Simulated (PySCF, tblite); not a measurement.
**C₂H₆F₄Si₃: geometry, infrared bands and NMR shifts**

What infrared bands and NMR shifts should C₂H₆F₄Si₃ (`FC(F)[C@]1(F)[SiH2][Si@@H](F)[SiH2]1`) show?

Programs: tblite 0.8.0 and PySCF 2.14.0, with density-fitted response routines of our own. Each step states its level of theory. These are calculated values for one molecule in the gas phase, unless marked as measured. Atoms count from 0, in the outputs and in this text.

**1. The starting structure**

15 atoms, charge 0, multiplicity 1; geometry from: force field or distance geometry start.

Bonds of the start (Å): F0–C1 1.38, C1–F2 1.35, C1–C3 1.51, C3–F4 1.34, C3–Si5 1.92, Si5–Si6 2.27, Si6–F7 1.60, Si6–Si8 2.26, Si8–C3 1.92, C1–H9 1.09, Si5–H10 1.49, Si5–H11 1.49, Si6–H12 1.50, Si8–H13 1.49, Si8–H14 1.50.

**2. Geometry optimisation with GFN2-xTB**

Job settings and geometry (Å):

```
{"job": {"kind": "relax", "xc": "GFN2-xTB", "basis": "xTB"}, "charge": 0, "multiplicity": 1}
F     -1.194300    -1.180500     1.279000
C     -1.812900    -0.264100     0.461000
F     -2.425300     0.610900     1.294500
C     -0.797500     0.470400    -0.387100
F     -1.419500     1.334100    -1.203800
Si     0.379900    -0.710900    -1.340700
Si     1.869900    -0.621000     0.373200
F      3.389800    -0.389200    -0.071400
Si     0.645800     1.268500     0.591600
H     -2.573700    -0.783100    -0.120300
H      0.891700    -0.101700    -2.599600
H     -0.227700    -2.047200    -1.597100
H      1.713700    -1.658900     1.446100
H      0.318100     1.647300     1.990200
H      1.237600     2.433300    -0.137600
```

The run is started by

```
$ OMP_NUM_THREADS=1 python probes_run.py task.json out
```

One launch serves the whole session: the jobs run in the order shown.

**Question.** This job is followed by: GFN2-xTB harmonic vibrations, gas phase; GIAO PBE0/pcSseg-1 NMR shielding, non-relativistic, gas phase. What will the session give for the following? strongest single infrared mode (GFN2-xTB); zero-point energy (GFN2-xTB); 13C shifts against TMS (PBE0/pcSseg-1); 1H shifts against TMS (PBE0/pcSseg-1, means over atoms taken as alike); 19F shifts against CFCl3 (PBE0/pcSseg-1, means over atoms taken as alike); 29Si shifts against TMS (PBE0/pcSseg-1, means over atoms taken as alike).

As calculated:

| quantity | value |
| --- | --- |
| strongest single infrared mode (GFN2-xTB) | 2261 cm⁻¹, 626 km/mol |
| zero-point energy (GFN2-xTB) | 46.1 kcal/mol |
| 13C shifts against TMS (PBE0/pcSseg-1) | 124.9, 98.3 ppm |
| 1H shifts against TMS (PBE0/pcSseg-1, means over atoms taken as alike) | 6.63, 6.49, 4.95, 4.85 ppm |
| 19F shifts against CFCl3 (PBE0/pcSseg-1, means over atoms taken as alike) | -127.1, -226.2, -240.4 ppm |
| 29Si shifts against TMS (PBE0/pcSseg-1, means over atoms taken as alike) | 40.9, -48.0 ppm |

What this shows: The optimisation took 95 steps and gained 0.708 eV; among the close pairs (by a distance rule), Si6–Si8 changed most, from 2.262 to 2.347 Å. No mode is imaginary among the 39: a minimum at this level. The strongest single mode, at 2261 cm⁻¹, is spread over several atoms, H14, H10, H12 among them. GFN2-xTB is a fitted tight-binding method: band positions and strengths are rough. Its intensities can rank the bands wrongly. The most deshielded hydrogen is H9 (hydrogen on an sp3 CH bonded to 2 F), at 6.63 ppm: its carbon carries F, hence the downfield position. At PBE0/pcSseg-1: The largest span, 215 ppm, is at Si6, where the paramagnetic term is -568 ppm.
